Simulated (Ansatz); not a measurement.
**H on AlNi (110)**

An exercise on one series of results from a longer session: the logs are not shown, and one member is left open.

Computed with Ansatz 0.2.0 (DFT RPBE, scalar-relativistic, plane waves, PAW, unless a step's input says otherwise).

2 further runs of the same task are left out: 2 set aside as unsound or not needed.

**Starting point**

It takes space group Pmm2 (No. 25, orthorhombic). The conventional cell has a = 2.916 Å, b = 4.124 Å, c = 23.187 Å, α = 90.00°, β = 90.00°, γ = 90.00°. Al (site symmetry mm2) has 6 Ni at 2.53 Å as nearest neighbours. Ni (site symmetry mm2) has 6 Al at 2.53 Å as nearest neighbours. Al (site symmetry mm2) has 8 Ni at 2.49 to 2.53 Å as nearest neighbours. Ni (site symmetry mm2) is surrounded by 8 Al at 2.53 Å and 6 Ni at 2.89 to 2.92 Å. Around Al (site symmetry mm2) lie 8 Ni at 2.44 to 2.53 Å. Around Ni (site symmetry mm2) lie 8 Al at 2.49 to 2.61 Å. Al (site symmetry mm2) is surrounded by 6 Ni at 2.53 to 2.61 Å. Ni (site symmetry mm2) is surrounded by 6 Al at 2.44 to 2.53 Å.

Coordinates:

```xyz
8
Lattice="2.9164 0.0000 0.0000 0.0000 4.1244 0.0000 0.0000 0.0000 23.1866" Properties=species:S:1:pos:R:3 pbc="T T T"
Al    0.0000    2.0622    8.5000
Ni    1.4582    0.0000    8.5000
Al    0.0000    0.0000   10.5622
Ni    1.4582    2.0622   10.5622
Al    0.0000    2.0622   12.6276
Ni    1.4582    0.0000   12.5849
Al    0.0000    0.0000   14.7445
Ni    1.4582    2.0622   14.5810
```

This (110) slab, 6.2 Å thick as cut, with 17 Å of vacuum; its outer planes are AlNi (top) and AlNi (bottom), was relaxed beforehand with its lower half held: -25543.5941 eV, work function 4.62 eV (top face), 4.72 eV (bottom face), dipole along +c 0.007 e·Å per cell.

Set-up of the first run:

Miller indices refer to the conventional cell of the relaxed bulk, Pm-3m (No. 221): a = 2.916 Å, b = 2.916 Å, c = 2.916 Å, α = 90.00°, β = 90.00°, γ = 90.00°.

input.yaml

```yaml
crystal:
  lattice:
    - [2.9163779091, 0.0, 0.0]
    - [0.0, 4.124381192, 0.0]
    - [0.0, 0.0, 25.186571788]
  atoms:
    - { symbol: Al, position: [0.0, 0.5, 0.3374814195] }
    - { symbol: Ni, position: [0.5, 0.0, 0.3374814195] }
    - { symbol: Al, position: [0.0, 0.0, 0.4193580089] }
    - { symbol: Ni, position: [0.5, 0.5, 0.4193580089] }
    - { symbol: Al, position: [0.0, 0.5, 0.5013615771] }
    - { symbol: Ni, position: [0.5, 0.0, 0.4996656185] }
    - { symbol: Al, position: [0.0, 0.0, 0.5854093369] }
    - { symbol: Ni, position: [0.5, 0.5, 0.5789204822] }
    - { symbol: H, position: [0.0, 0.0, 0.6457589555] }
basis:
  ecutwfc: 420
kpoints:
  mp_grid: { grid: [10, 7, 1] }
hamiltonian:
  xc: rpbe
scf:
  occupations: { method: gaussian, width: 0.1 }
output:
  forces: true
  eigenvalues: true
relax:
  adjacent_minimum: "off"
  f_tol: 0.03
  max_steps: 70
  constraints: [{ sites: [0, 1, 2, 3] }]
efield:
  axis: 3
  dipole_correction: true
```

Started as:

```sh
> ansatz run input.yaml --threads 1 --pin off --max-ram 2560MiB --backend cpu --events-out ev --progress --plain --runs-dir out
```

Among the steps run: H put at a top (Al) site; H at the hollow (nearest Al) site; H put at a bridge (Al-Ni) site; H put at a top (Ni) site.

One of the session's tables, all rows but one given; the rest of the session is left out.

It belongs to the step «Adsorption of H: the sites compared». 

```
                              start  energy over the lowest (eV)  height (Å)  Δφ, top (eV)  Δ dipole (e·Å)
           top (Al) at (0.00, 0.00)                            ?           ?             ?               ?
hollow (nearest Al) at (0.50, 0.17)                         0.00        1.06         -0.16          +0.012
     bridge (Al-Ni) at (0.75, 0.25)                         0.00        1.05         -0.17          +0.013
           top (Ni) at (0.50, 0.50)                         0.16        1.35         +0.05          -0.001
```

Estimate the missing values for top (Al) at (0.00, 0.00).

**Answer.** energy over the lowest (eV): 0.59; height (Å): 1.62; Δφ, top (eV): +1.12; Δ dipole (e·Å): -0.073. In the column «energy over the lowest (eV)» it is the highest.

Limits of these values: A start on a symmetric site keeps its symmetry, so an end may be a saddle point and not a minimum. The final runs have no spin polarisation, so no magnetic state was tried and one may lie lower. Warnings in the runs' records: xc potential rough in thin density.
